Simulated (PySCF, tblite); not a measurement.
**C₄H₉NOSi₂: geometry, infrared bands and NMR shifts**

What infrared bands and NMR shifts should C₄H₉NOSi₂ (`[H]/N=C\C(C=O)=C/[SiH2][SiH3]`) show?

Programs: tblite 0.8.0 and PySCF 2.14.0, with density-fitted response routines of our own. Each step states its level of theory. These are calculated values for one molecule in the gas phase, unless marked as measured. Atoms count from 0, in the outputs and in this text.

## (1) Starting geometry

17 atoms, charge 0, multiplicity 1; geometry from: force field or distance geometry start.

Bonds of the start (Å): N0–C1 1.28, C1–C2 1.47, C2–C3 1.46, C3–O4 1.26, C2–C5 1.31, C5–Si6 1.83, Si6–Si7 2.20, N0–H8 1.04, C1–H9 1.08, C3–H10 1.11, C5–H11 1.11, Si6–H12 1.46, Si6–H13 1.50, Si7–H14 1.45, Si7–H15 1.47, Si7–H16 1.46.

## (2) Geometry optimisation with GFN2-xTB

What the job is given:

```
{"job": {"kind": "relax", "xc": "GFN2-xTB", "basis": "xTB"}, "charge": 0, "multiplicity": 1}
N     -1.753200     1.843000    -0.555500
C     -0.828200     0.982000    -0.385500
C     -1.195700    -0.328200     0.173400
C     -2.578800    -0.648400     0.498400
O     -3.513300     0.181800     0.345700
C     -0.271400    -1.235500     0.361900
Si     1.503300    -0.979300    -0.008100
Si     2.472200     0.744200     0.963200
H     -2.765200     1.696400    -0.342200
H      0.193700     1.234800    -0.626400
H     -2.871100    -1.635400     0.915700
H     -0.609500    -2.201400     0.778900
H      1.763100    -0.927800    -1.443600
H      2.233800    -2.192200     0.480300
H      1.599800     1.616500     1.730700
H      3.067400     1.573100    -0.092000
H      3.546000     0.288600     1.844900
```

Launch:

```
$ OMP_NUM_THREADS=1 python probes_run.py task.json out
```

The driver reads the jobs from task.json and runs them one after another.

**Question.** This job is followed by: GFN2-xTB harmonic vibrations, gas phase; GIAO PBE0/pcSseg-1 NMR shielding, non-relativistic, gas phase. What will the session give for the following? strongest single infrared mode (GFN2-xTB); zero-point energy (GFN2-xTB); 13C shifts against TMS (PBE0/pcSseg-1); 1H shifts against TMS (PBE0/pcSseg-1, means over atoms taken as alike); 15N shifts against NH3 (PBE0/pcSseg-1); 17O shifts against H2O (PBE0/pcSseg-1); 29Si shifts against TMS (PBE0/pcSseg-1); surface potential, 1st and 99th percentile.

**Answer**, as computed:

| quantity | value |
| --- | --- |
| strongest single infrared mode (GFN2-xTB) | 1743 cm⁻¹, 473 km/mol |
| zero-point energy (GFN2-xTB) | 69.6 kcal/mol |
| 13C shifts against TMS (PBE0/pcSseg-1) | 200.8, 169.3, 166.7, 145.5 ppm |
| 1H shifts against TMS (PBE0/pcSseg-1, means over atoms taken as alike) | 13.76, 9.83, 8.60, 7.42, 4.45, 3.65 ppm |
| 15N shifts against NH3 (PBE0/pcSseg-1) | 397.9 ppm |
| 17O shifts against H2O (PBE0/pcSseg-1) | 682.6 ppm |
| 29Si shifts against TMS (PBE0/pcSseg-1) | -89.3, -112.8 ppm |
| surface potential, 1st and 99th percentile | -1.78 V and 1.50 V |

What this shows: Over 91 steps the energy fell by 0.781 eV; of the close pairs, Si6–Si7 changed most, 2.203 to 2.322 Å. No mode is imaginary among the 45: a minimum at this level. The strongest single mode, at 1743 cm⁻¹, moves mainly C3 and O4. Unscaled tight-binding wavenumbers are off by several per cent, some by more. Its intensities can rank the bands wrongly. C3 (aldehyde carbonyl carbon) lies farthest downfield among carbon, at 200.8 ppm; low-lying n→π* states of the double bond to the heteroatom give a large paramagnetic term (-258 ppm). At PBE0/pcSseg-1: Shielding is most anisotropic at O4 (span 1375 ppm, paramagnetic term -745 ppm). At PBE0/pcSseg-1, counted by nearest atom on the grid, the HOMO lies on N0 41 %; O4 22 %, the LUMO on C5 30 %; C2, C3 about 14 % each.
